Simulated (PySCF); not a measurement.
# [Hg(H2O)2]2+: a change of charge

How does [Hg(H2O)2]2+ respond at fixed geometry? The runs cover a change of charge. It is a constructed species; whether it can be made isn't addressed.

The runs use PySCF 2.14.0; PBE0, Hg def2-SVP with ECP60, O def2-SVP, H def2-SVP; scalar-relativistic core potentials, no spin–orbit coupling.

1 further run of the same task is left out (for a known fault of the program).

## (1) Starting geometry

7 atoms, charge 2, spin multiplicity 1.

Bond lengths: Hg1–O2 2.047 Å, Hg1–O5 2.047 Å, O2–H3 0.981 Å, O2–H4 0.981 Å, O5–H6 0.981 Å, O5–H7 0.981 Å. Angles: O2–Hg1–O5 180.0°, Hg1–O2–H3 124.7°, Hg1–O2–H4 124.7°, H3–O2–H4 110.5°, Hg1–O5–H6 124.7°, Hg1–O5–H7 124.7°, H6–O5–H7 110.5°.

As a file:

```xyz
7
charge 2, multiplicity 1
Hg    0.00000    0.00000    0.00000
O     0.00000    0.00000    2.04723
H     0.56981    0.56981    2.60584
H    -0.56981   -0.56981    2.60584
O     0.00000    0.00000   -2.04723
H     0.56981   -0.56981   -2.60584
H    -0.56981    0.56981   -2.60584
```

Formal oxidation states: Hg +2. An earlier session relaxed this geometry at PBE0, Hg def2-SVP with ECP60, O def2-SVP, H def2-SVP (singlet, point group D2d).

Its energy there is -305.302302 Eh.

## (2) One electron removed, multiplicity 2

run.py (the lines that set the calculation)

```python
mol = gto.M(atom='''
Hg     0.00000     0.00000     0.00000
O      0.00000     0.00000     2.04723
H      0.56981     0.56981     2.60584
H     -0.56981    -0.56981     2.60584
O      0.00000     0.00000    -2.04723
H      0.56981    -0.56981    -2.60584
H     -0.56981     0.56981    -2.60584''',
    basis={'Hg': 'def2-SVP', 'O': 'def2-SVP', 'H': 'def2-SVP'},
    ecp={'Hg': 'def2-SVP'},
    charge=3, spin=1)
mf = dft.UKS(mol, xc='PBE0')
mf.grids.atom_grid = (50, 194)
mf = mf.density_fit()  # fitting sets: Hg def2-universal-JKFIT, O def2-universal-JKFIT, H def2-universal-JKFIT
mf.conv_tol = 1e-08; mf.max_cycle = 55
mf.kernel(dm0)  # dm0: the density of the relaxed state
```

Launch:

```console
> OMP_NUM_THREADS=2 python run.py
```

The log of the run:

```text
init E= -305.310704613491
cycle= 1 E= -304.283847228025  delta_E= 1.03  |g|= 0.488  |ddm|= 0.693
  HOMO = -0.968788071099  LUMO = -0.958342758715  gap/eV = 0.28423
cycle= 2 E= -303.766626426359  delta_E= 0.517  |g|= 1.23  |ddm|= 1.21
  HOMO = -1.05873511881  LUMO = -1.04486974221  gap/eV = 0.37730
cycle= 3 E= -304.369008485983  delta_E= -0.602  |g|= 0.291  |ddm|= 1.05
  HOMO = -1.02362240475  LUMO = -0.981992713145  gap/eV = 1.13280
cycle= 4 E= -304.255102426667  delta_E= 0.114  |g|= 0.546  |ddm|= 0.802
  HOMO = -1.01447719275  LUMO = -0.992427734115  gap/eV = 0.60000
cycle= 5 E= -304.406569951171  delta_E= -0.151  |g|= 0.0627  |ddm|= 0.537
  HOMO = -1.02144666819  LUMO = -0.985311049684  gap/eV = 0.98330
cycle= 6 E= -304.40000625836  delta_E= 0.00656  |g|= 0.135  |ddm|= 0.0956
  HOMO = -1.02146890649  LUMO = -0.985315654922  gap/eV = 0.98378
cycle= 7 E= -304.400010534144  delta_E= -4.28e-06  |g|= 0.135  |ddm|= 0.000395
  HOMO = -1.02163761539  LUMO = -0.985237605809  gap/eV = 0.99049
cycle= 8 E= -304.399688158351  delta_E= 0.000322  |g|= 0.138  |ddm|= 0.00601
  HOMO = -1.0216083115  LUMO = -0.985282616285  gap/eV = 0.98847
cycle= 9 E= -304.401109426496  delta_E= -0.00142  |g|= 0.126  |ddm|= 0.00951
  HOMO = -1.02166921939  LUMO = -0.985094730939  gap/eV = 0.99524
cycle= 10 E= -304.407220393542  delta_E= -0.00611  |g|= 0.0471  |ddm|= 0.0624
  HOMO = -1.02139895007  LUMO = -0.984784915911  gap/eV = 0.99632
cycle= 11 E= -304.40820913847  delta_E= -0.000989  |g|= 0.00597  |ddm|= 0.0342
  HOMO = -1.02114735071  LUMO = -0.984553995396  gap/eV = 0.99576
cycle= 12 E= -304.408224245087  delta_E= -1.51e-05  |g|= 0.00114  |ddm|= 0.00385
  HOMO = -1.02110996915  LUMO = -0.984573745246  gap/eV = 0.99420
cycle= 13 E= -304.408223981988  delta_E= 2.63e-07  |g|= 0.00138  |ddm|= 0.000831
  HOMO = -1.02111025847  LUMO = -0.98456811515  gap/eV = 0.99436
cycle= 14 E= -304.408224826296  delta_E= -8.44e-07  |g|= 8.7e-05  |ddm|= 0.00116
  HOMO = -1.02111035737  LUMO = -0.984569617613  gap/eV = 0.99432
cycle= 15 E= -304.408224829583  delta_E= -3.29e-09  |g|= 1.65e-05  |ddm|= 6.04e-05
  HOMO = -1.02111081527  LUMO = -0.984569755442  gap/eV = 0.99433
Extra cycle  E= -304.408224817438  delta_E= 1.21e-08  |g|= 0.000162  |ddm|= 0.000167
converged SCF energy = -304.408224817438  <S^2> = 0.75522405  2S+1 = 2.0052172
```

Run time: 1.3 s. Hardware: 2 threads of AMD EPYC 9B45 (Zen 5), shared host.

It gives: E = -304.408225 Eh (+24.329 eV from the relaxed state), HOMO -27.79 eV, LUMO -26.79 eV (over both spins), ⟨S²⟩ = 0.755, Mulliken charge on Hg1 +1.49 e. 

## (3) One electron added, multiplicity 2

run.py (the lines that set the calculation), as its differences from that of step 2:

```diff
@@ -10,3 +10,3 @@
     ecp={'Hg': 'def2-SVP'},
-    charge=3, spin=1)
+    charge=1, spin=1)
 mf = dft.UKS(mol, xc='PBE0')
```

Launch:

```console
> OMP_NUM_THREADS=2 python run.py
```

The log of the run:

```text
init E= -305.309864849481
  HOMO = -0.531318111203  LUMO = -0.521376110466  gap/eV = 0.27054
cycle= 1 E= -305.714199604193  delta_E= -0.404  |g|= 0.227  |ddm|= 1.94
  HOMO = -0.300629336387  LUMO = -0.214933872487  gap/eV = 2.33189
cycle= 2 E= -305.711153507314  delta_E= 0.00305  |g|= 0.278  |ddm|= 0.865
  HOMO = -0.34768061618  LUMO = -0.257016162212  gap/eV = 2.46711
cycle= 3 E= -305.741452106791  delta_E= -0.0303  |g|= 0.021  |ddm|= 0.344
  HOMO = -0.352950088639  LUMO = -0.260968219974  gap/eV = 2.50295
cycle= 4 E= -305.741566101566  delta_E= -0.000114  |g|= 0.015  |ddm|= 0.0347
  HOMO = -0.353864603076  LUMO = -0.26142095436  gap/eV = 2.51552
cycle= 5 E= -305.741649176775  delta_E= -8.31e-05  |g|= 0.00131  |ddm|= 0.0135
  HOMO = -0.354046255241  LUMO = -0.261428202564  gap/eV = 2.52027
cycle= 6 E= -305.741650077698  delta_E= -9.01e-07  |g|= 0.000336  |ddm|= 0.00177
  HOMO = -0.353990202744  LUMO = -0.261345427482  gap/eV = 2.52099
cycle= 7 E= -305.741650171781  delta_E= -9.41e-08  |g|= 8.17e-05  |ddm|= 0.000524
  HOMO = -0.353993273722  LUMO = -0.261347522105  gap/eV = 2.52102
cycle= 8 E= -305.74165018045  delta_E= -8.67e-09  |g|= 1.51e-05  |ddm|= 0.000188
  HOMO = -0.353995427367  LUMO = -0.261351707677  gap/eV = 2.52096
Extra cycle  E= -305.741650180616  delta_E= -1.66e-10  |g|= 1.37e-05  |ddm|= 3.13e-05
converged SCF energy = -305.741650180616  <S^2> = 0.75108762  2S+1 = 2.0010873
```

Wall time 0.8 s (2 threads of AMD EPYC 9B45 (Zen 5), shared host).

Read off: E = -305.741650 Eh (-11.955 eV from the relaxed state), HOMO -9.63 eV, LUMO -7.11 eV (over both spins), ⟨S²⟩ = 0.751, Mulliken charge on Hg1 +0.53 e. 

## (4) Results

| state | energy from the relaxed state (eV) | ⟨S²⟩ | time |
| --- | --- | --- | --- |
| charge +2, singlet, vacuum (relaxed) | 0 | 0.00 |  |
| charge +1, doublet, vacuum | -11.96 | 0.75 | 0.8 s |
| charge +3, doublet, vacuum | 24.33 | 0.76 | 1.3 s |

An electron taken off or put on is at rest in vacuum. 

Removing an electron vertically costs 24.33 eV (doublet), against −HOMO = 21.86 eV. Adding an electron vertically releases 11.96 eV (doublet). The bases are small and lack diffuse functions. Spin–orbit coupling is left out.
